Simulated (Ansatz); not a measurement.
Task: a single point in a Gaussian basis of CH4GeSe, SMILES [CH2]1[GeH2][Se]1, with the Ansatz DFT code, driven from Python. Give the script and its output. Level of theory: B97M-V, def2-SVP basis, multiplicity 1.

```xyz
7

C    -0.5973   -0.2818   -0.6428
Ge    0.6758    0.4089    0.5566
Se   -0.6088   -1.6584    0.6015
H    -1.5184    0.3511   -0.6270
H    -0.2360   -0.5163   -1.6674
H     0.1710    1.4410    1.6131
H     2.1749    0.1874    0.1204
```

`run_energy.py`:
```python
'''Single point of CH4GeSe in a Gaussian basis.'''

import sys

import ansatz
from ase import Atoms


def main() -> None:
    atoms = Atoms(['C', 'Ge', 'Se', 'H', 'H', 'H', 'H'], positions=[
        (-0.5973, -0.2818, -0.6428),
        (0.6758, 0.4089, 0.5566),
        (-0.6088, -1.6584, 0.6015),
        (-1.5184, 0.3511, -0.627),
        (-0.236, -0.5163, -1.6674),
        (0.171, 1.441, 1.6131),
        (2.1749, 0.1874, 0.1204),
    ])
    geometry = ansatz.Crystal.molecule_from_ase(atoms)

    model = geometry.calculation().basis(gaussian='def2-SVP').functional(ansatz.LibraryFunctional('B97M-V'))
    print(model.to_yaml())
    try:
        summary = model.run(threads=1, pin='off').report
    except ansatz.AnsatzError as error:
        sys.exit(f'{type(error).__name__}: {error}')

    print('reference energy %16.6f eV' % summary['reference_energy_ev'])
    print('total energy     %16.6f eV' % summary['free_energy_ev'])
    print('occupied (up, down):', summary['n_occupied'], ' virtual:', summary['n_virtual'], ' frozen:', summary['n_frozen'])


if __name__ == '__main__':
    main()
```

```console
$ python run_energy.py
crystal:
  periodic: [false, false, false]
  atoms:
    - { symbol: C, position_ang: [-0.5973, -0.2818, -0.6428] }
    - { symbol: Ge, position_ang: [0.6758, 0.4089, 0.5566] }
    - { symbol: Se, position_ang: [-0.6088, -1.6584, 0.6015] }
    - { symbol: H, position_ang: [-1.5184, 0.3511, -0.627] }
    - { symbol: H, position_ang: [-0.236, -0.5163, -1.6674] }
    - { symbol: H, position_ang: [0.171, 1.441, 1.6131] }
    - { symbol: H, position_ang: [2.1749, 0.1874, 0.1204] }
basis:
  gaussian:
    orbitals: def2-SVP
hamiltonian:
  xc:
    name: B97M-V

reference energy   -122931.044609 eV
total energy       -122931.044609 eV
occupied (up, down): [38, 38]  virtual: [60, 60]  frozen: 0
```

Notes:
- Total energies depend on the basis set; only differences at equal settings carry meaning.
- The geometry is a force-field or estimated start, not a minimum of this method, and the basis set is short of its limit.
- Run time: 14 s on 1 thread of Arm Neoverse V1, with other jobs on the host, peak memory 0.25 GiB.

(Lines on the test bed's own set-up are left out of the output.)
